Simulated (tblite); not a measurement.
# C2H10ClGeNSi: the cost of one run

Computed with tblite 0.8.0 and PySCF 2.14.0; each step states its level. No surroundings beyond the atoms listed, unless a continuum is named. Atoms count from 0, parts from 1.

## 1. The system as given

16 atoms, charge 0, multiplicity 1; geometry: distance geometry start.

## 2. Geometry optimisation with GFN2-xTB

Job settings and geometry (Å):

```
{"job": {"kind": "relax", "xc": "GFN2-xTB", "basis": "xTB"}, "charge": 0, "multiplicity": 1}
Ge    -0.421662     0.427894     0.569778
Si    -2.392527    -0.825967     0.476156
Cl    -0.271847     1.338489     2.509413
N     -0.625225     1.701746    -0.798355
C      1.016310    -0.788846     0.163153
C      2.387850    -0.172423     0.269662
H     -2.046003    -2.157745    -0.036319
H     -2.975161    -0.987737     1.831731
H     -3.309151    -0.240667    -0.474213
H      0.161318     2.445805    -0.701784
H     -1.523254     2.223467    -0.618203
H      0.899055    -1.630443     0.869015
H      0.837617    -1.132023    -0.876400
H      2.848715    -0.515507     1.218142
H      2.964052    -0.623181    -0.555101
H      2.408419     0.899907     0.119764
```

Method: GFN2-xTB geometry optimisation, gas phase.

On the command line:

```sh
$ OMP_NUM_THREADS=1 python cluster_run.py task.json out
```

The driver reads the jobs from task.json and runs them one after another.

Q: Estimate the wall time of this first job on 1 thread of Arm Neoverse V1, shared host.

About 3.5 s.
